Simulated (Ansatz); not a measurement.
# ClFHIn: the cost of one run

Method: RKS B3LYP/def2-mTZVP, in Ansatz 0.2.0.

### 1 The starting structure

Bond lengths: F1–In2 1.899 Å, In2–Cl3 2.592 Å, In2–H4 1.763 Å. Angles: F1–In2–Cl3 98.8°, F1–In2–H4 107.9°, Cl3–In2–H4 124.3°.

As a file:

```xyz
4

F    -1.4101   -0.0698    0.9743
In   -0.2014   -0.1303   -0.4897
Cl    1.7682   -1.3493    0.6735
H    -0.1012    1.4890   -1.1784
```

### 2 Relaxing end A

File input.yaml:

```yaml
crystal:
  periodic: [false, false, false]
  atoms:
    - { symbol: F, position_ang: [-1.4101, -0.0698, 0.9743] }
    - { symbol: In, position_ang: [-0.2014, -0.1303, -0.4897] }
    - { symbol: Cl, position_ang: [1.7682, -1.3493, 0.6735] }
    - { symbol: H, position_ang: [-0.1012, 1.489, -1.1784] }
basis:
  gaussian: { orbitals: def2-mTZVP }
hamiltonian:
  xc: b3lyp
relax:
  f_tol: 0.015
  max_steps: 40
```

On the command line:

```
ansatz run input.yaml --threads 1 --pin off --max-ram 2048MiB --backend cpu --events-out ev --progress --plain --runs-dir out
```

**Question.** How long does this run take on 1 thread of AMD EPYC (Zen 3), shared host, and how much memory does it need?

About 59 s, with a peak of 0.17 GiB.
